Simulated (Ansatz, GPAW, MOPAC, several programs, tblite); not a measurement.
## FeFBr (Janus 2H monolayer) from semi-empirical methods to plane-wave DFT

FeFBr (Janus 2H monolayer), relaxed with r2SCAN in Ansatz, was computed with several methods. The sheet's in-plane cell has a = 3.279 Å, b = 3.279 Å (γ = 120.0°), and its outermost atoms lie 2.59 Å apart along the normal. Fe is surrounded by 3 F at 2.26 Å and 3 Br at 2.33 Å; F is surrounded by 3 Fe at 2.26 Å; Br is surrounded by 3 Fe at 2.33 Å. Computed, not measured; no magnetism was allowed, and whether the structure is a known phase isn't checked.

```xyz
3
Lattice="3.2786 0.0000 0.0000 -1.6393 2.8393 0.0000 0.0000 0.0000 29.2595" Properties=species:S:1:pos:R:3 pbc="T T F"
Fe    0.0000    1.8929    9.0356
F     1.6393    0.9464   10.2791
Br    1.6393    0.9464    7.6853
```
Two periodic directions, a and b.

Gaps and times are for a single point on this cell. Times are rough, from shared hosts (Arm Neoverse V1), and each method has its own mesh and cell size. PM6 (MOPAC): levels, charges or heat of formation failed a check of plausibility, so no values are given. PM6 (MOPAC), PM7 (MOPAC), GFN1-xTB (tblite), GFN2-xTB (tblite) treat a cluster of cells at its zone centre, which samples few k points: where these miss a band edge, the gap comes out too large for that reason alone. Gaps from k meshes are read at a limited set of points (mesh, symmetry points, PBE's band edges), so each method's own least gap may be somewhat smaller. xTB and the PM methods were fitted mostly to molecules, and can miss a solid's gap by electronvolts. Minimal bases can be far off for gaps. The open d shell was run without spin, which may not be the ground state of these methods, hybrids least of all. GLLB-SC's gap includes the derivative discontinuity. d marks a direct gap, i an indirect one (no mark: not told apart), a dash a value that wasn't computed or didn't pass its checks.

| method | kind | gap (eV) | atoms computed | processor time |
| --- | --- | --- | --- | --- |
| GFN1-xTB (tblite) | tight binding | 0.35 | 27 | 1.1 s |
| GFN2-xTB (tblite) | tight binding | 0.41 | 27 | 1.4 s |
| light PBE (260 eV and a coarse mesh) | light plane-wave | 0.22 i | 3 | 4.5 s |
| PM7 (MOPAC) | semi-empirical | 5.68 | 27 | 6.7 s |
| PBE/single zeta (GPAW) | small basis | 0.25 i | 3 | 6.9 s |
| PBE | semilocal | 0.22 i | 3 | 15 s |
| r2SCAN | semilocal | 0.84 i | 3 | 38 s |
| GLLB-SC (GPAW) | model potential | 1.52 | 3 | 62 s |
| PM6 (MOPAC) | semi-empirical | – | 27 | 63 s |

Spin-orbit coupling is left out.
